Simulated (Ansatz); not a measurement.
# B2Cl4: basis-set convergence

One table from this session's results is given with a row withheld; the runs are named, their logs left out.

Method: one geometry, several basis sets; program: Ansatz 0.2.0, Gaussian basis.

The runs, in order: PBE0-D4/def2-SVP; ωB97M-V/def2-SVP; PBE0-D4/def2-QZVPP; ωB97M-V/def2-QZVPP; the functionals' def2-TZVPP values are taken from earlier runs.

## The geometry

The geometry comes from an earlier relaxation with PBE0-D4 in a triple-zeta def2 set; it is a stationary point.

6 atoms, charge 0, spin multiplicity 1.

Atoms are counted from 1 here; the program's logs count them from 0.

Bond lengths: Cl1–B2 1.741 Å, B2–Cl3 1.741 Å, B2–B4 1.684 Å, B4–Cl5 1.741 Å, B4–Cl6 1.741 Å. Angles: Cl1–B2–Cl3 119.8°, Cl1–B2–B4 120.1°, Cl3–B2–B4 120.1°, B2–B4–Cl5 120.1°, B2–B4–Cl6 120.1°, Cl5–B4–Cl6 119.8°.

As a file:

```
Cl   -1.1244   -1.9726   -0.2359
B    -0.1927   -0.6777    0.4613
Cl    0.3391   -0.7894    2.1152
B     0.1927    0.6779   -0.4611
Cl    1.6654    0.7131   -1.3889
Cl   -0.8800    2.0487   -0.4907
```

Set-up of the first run:

Input file in.yaml:

```yaml
crystal:
  periodic: [false, false, false]
  atoms:
    - {symbol: Cl, position_ang: [-1.124421, -1.972570, -0.235855]}
    - {symbol: B, position_ang: [-0.192748, -0.677691, 0.461341]}
    - {symbol: Cl, position_ang: [0.339072, -0.789386, 2.115246]}
    - {symbol: B, position_ang: [0.192681, 0.677852, -0.461133]}
    - {symbol: Cl, position_ang: [1.665392, 0.713090, -1.388868]}
    - {symbol: Cl, position_ang: [-0.879974, 2.048706, -0.490732]}
basis:
  gaussian: {orbitals: def2-SVP}
hamiltonian: {xc: pbe0, dispersion: d4}
output: {orbitals: {seedname: orbitals}}
```

On the command line:

```bash
$ ansatz run in.yaml --threads 4 --pin off --events-out ev --progress --plain --max-ram 10444MiB
```

Among the steps run: PBE0-D4 in def2-SVP; ωB97M-V in def2-SVP; PBE0-D4 in def2-QZVPP; ωB97M-V in def2-QZVPP.

One table of the session follows, with a row left open; its other results are not shown here.

It belongs to the step «Functionals by basis». 

| functional | basis | HOMO (eV) | LUMO (eV) |
| --- | --- | --- | --- |
| PBE0-D4 | def2-SVP | -8.31 | -1.71 |
| PBE0-D4 | def2-TZVPP | -8.47 | -2.00 |
| PBE0-D4 | def2-QZVPP | -8.51 | -2.07 |
| ωB97M-V | def2-SVP | -10.42 | 0.44 |
| ωB97M-V | def2-TZVPP | ? | ? |
| ωB97M-V | def2-QZVPP | -10.68 | 0.01 |

Q: Estimate the row for ωB97M-V, def2-TZVPP from the others.

As computed: HOMO (eV): -10.63; LUMO (eV): 0.11. In the column «HOMO (eV)» it lies between ωB97M-V, def2-QZVPP (-10.68) and ωB97M-V, def2-SVP (-10.42).
